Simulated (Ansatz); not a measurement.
**CHBr₂I: how energies converge with the basis set**

How large a basis does CHBr₂I need? Two functionals are run in growing sets.

Method: one geometry, several basis sets; program: Ansatz 0.2.0, Gaussian basis.

The runs, in order: PBE0-D4/def2-SVP; ωB97M-V/def2-SVP; PBE0-D4/def2-QZVPP; ωB97M-V/def2-QZVPP; the functionals' def2-TZVPP values are taken from earlier runs.

## Step 1: The geometry

The geometry comes from an earlier relaxation with PBE0-D4 in a triple-zeta def2 set; it is a stationary point. I takes the def2 core potential; no spin-orbit term is included.

SMILES `BrC(Br)I`, 5 atoms, charge 0, spin multiplicity 1.

Atoms are counted from 1 here; the program's logs count them from 0.

Bond lengths: Br1–C2 1.921 Å, C2–Br3 1.921 Å, C2–I4 2.133 Å, C2–H5 1.083 Å. Angles: Br1–C2–Br3 111.8°, Br1–C2–I4 112.2°, Br1–C2–H5 107.0°, Br3–C2–I4 112.2°, Br3–C2–H5 107.0°, I4–C2–H5 106.3°.

Geometry (Å):

```mol
CHBr2I
  3D, bonds by distance, orders not assigned

  5  4  0  0  0  0  0  0  0  0999 V2000
   -0.5169    0.4495    1.7667 Br  0  0
    0.1082    0.0765   -0.0116 C   0  0
    1.2215   -1.4888   -0.0639 Br  0  0
   -1.4890   -0.0245   -1.4213 I   0  0
    0.7261    0.9137   -0.3113 H   0  0
  1  2  8  0
  2  3  8  0
  2  4  8  0
  2  5  8  0
M  END
```

## Step 2: PBE0-D4 in def2-SVP

Contents of in.yaml:

```yaml
crystal:
  periodic: [false, false, false]
  atoms:
    - {symbol: Br, position_ang: [-0.516912, 0.449525, 1.766709]}
    - {symbol: C, position_ang: [0.108168, 0.076456, -0.011557]}
    - {symbol: Br, position_ang: [1.221490, -1.488762, -0.063927]}
    - {symbol: I, position_ang: [-1.488996, -0.024524, -1.421335]}
    - {symbol: H, position_ang: [0.726051, 0.913705, -0.311289]}
basis:
  gaussian: {orbitals: def2-SVP}
hamiltonian: {xc: pbe0, dispersion: d4}
output: {orbitals: {seedname: orbitals}}
```

The run is started by

```
ansatz run in.yaml --threads 4 --pin off --events-out ev --progress --plain --max-ram 10444MiB
```

The runs that follow: ωB97M-V in def2-SVP; PBE0-D4 in def2-QZVPP; ωB97M-V in def2-QZVPP.

Before running them: what should the planned runs give, taken together? Wanted: PBE0-D4: double and triple zeta above quadruple; ωB97M-V: double and triple zeta above quadruple.

**Answer**, as computed:

```
                                       quantity           value
PBE0-D4: double and triple zeta above quadruple  21.50, 2.96 eV
ωB97M-V: double and triple zeta above quadruple  21.38, 2.86 eV
```

In words: For PBE0-D4 the step from double to triple zeta gains 18.54 eV and the next only 2.96 eV. These are total energies; as a rule much of such shifts cancels in differences, which this series doesn't test.
